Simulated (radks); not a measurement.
**Taking charge from the 3d level of Kr³⁺ in fractions**

The task here is to estimate one member of a computed series from the others.

Method: scalar-relativistic Kohn-Sham, LDA (Slater exchange, Perdew-Wang correlation), spin-polarised, spherical densities, finite nucleus; open shells are filled with parallel spins first. Code: radks (a radial shooting solver on a logarithmic mesh, Libxc functionals) version 1.

## The system

| Property | Result |
| --- | --- |
| element | krypton (Z = 36) |
| charge | +3 |
| electrons | 33 |
| configuration | [Ar] 3d(up 5, down 5) 4s2 4p3 |
| nuclear rms radius | 4.1884 fm |

A shell typed twice in an input gives spin up, then spin down.

Set-up of the first run:

Settings of this run:

```text
Z 36
configuration [Ar] 3d5 3d5 4s2 4p3
relativity scalar-relativistic
functional lda,pw
spin polarised
nucleus finite rms 4.1884 fm
c 137.035999084
```

Among the steps run: Start: [Ar] 3d(up 5, down 5) 4s2 4p3.

One table of the session follows, with a row left open; its other results are not shown here.

It belongs to the step «Start: [Ar] 3d(up 5, down 5) 4s2 4p3». Sizes of the orbitals, from the radial functions (bohr):

| level | <r> | outermost maximum (interpolated) | 90 % within | nodes |
| --- | --- | --- | --- | --- |
| 3p up | 0.5411 | 0.463 | 0.825 | 1 |
| 3p down | 0.5404 | 0.463 | 0.824 | 1 |
| 3d up | 0.5550 | 0.410 | 0.910 | 0 |
| 3d down | 0.5524 | 0.410 | 0.903 | 0 |
| 4s up | 1.461 | 1.30 | 2.13 | 3 |
| 4s down | 1.463 | 1.29 | 2.14 | 3 |
| 4p up | 1.652 | 1.45 | 2.44 | 2 |
| 4p down | ? | ? | ? | ? |

Estimate the missing values for 4p down.

As computed: <r>: 1.670; outermost maximum (interpolated): 1.44; 90 % within: 2.48; nodes: 2. In the column «<r>» it is the highest.
